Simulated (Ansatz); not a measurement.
# BrGaH₂O: how energies converge with the basis set

How large a basis does BrGaH₂O need? Two functionals are run in growing sets.

Computed with Ansatz 0.2.0, Gaussian basis. Level: one geometry, several basis sets.

Plan: PBE0-D4/def2-SVP; ωB97M-V/def2-SVP; PBE0-D4/def2-QZVPP; ωB97M-V/def2-QZVPP; the functionals' def2-TZVPP values are taken from earlier runs.

## (1) Structure used throughout

The geometry comes from an earlier relaxation with PBE0-D4 in a triple-zeta def2 set; it is a stationary point.

SMILES `[OH][GaH][Br]`, 5 atoms, charge 0, spin multiplicity 1.

Atoms are counted from 1 here; the program's logs count them from 0.

Bond lengths: O1–Ga2 1.773 Å, O1–H4 0.960 Å, Ga2–Br3 2.290 Å, Ga2–H5 1.543 Å. Angles: Ga2–O1–H4 113.6°, O1–Ga2–Br3 115.4°, O1–Ga2–H5 121.8°, Br3–Ga2–H5 122.8°.

## (2) PBE0-D4 in def2-SVP

The input, in.yaml:

```yaml
crystal:
  periodic: [false, false, false]
  atoms:
    - {symbol: O, position_ang: [-1.233638, 0.320136, -0.518572]}
    - {symbol: Ga, position_ang: [0.426996, 0.307052, 0.101726]}
    - {symbol: Br, position_ang: [1.237762, -1.751730, 0.693616]}
    - {symbol: H, position_ang: [-1.639905, -0.549678, -0.547493]}
    - {symbol: H, position_ang: [1.258687, 1.600519, 0.229325]}
basis:
  gaussian: {orbitals: def2-SVP}
hamiltonian: {xc: pbe0, dispersion: d4}
output: {orbitals: {seedname: orbitals}}
```

After this run come: ωB97M-V in def2-SVP; PBE0-D4 in def2-QZVPP; ωB97M-V in def2-QZVPP.

Before running them: what should the planned runs give, taken together? Wanted: PBE0-D4: double and triple zeta above quadruple; ωB97M-V: double and triple zeta above quadruple.

**Answer**, as computed:

| quantity | value |
| --- | --- |
| PBE0-D4: double and triple zeta above quadruple | 20.64, 2.75 eV |
| ωB97M-V: double and triple zeta above quadruple | 20.54, 2.65 eV |

What this shows: PBE0-D4 gains 17.89 eV from double to triple zeta, then 2.75 eV more. Total energies overstate the basis error of differences, where much of it tends to cancel.
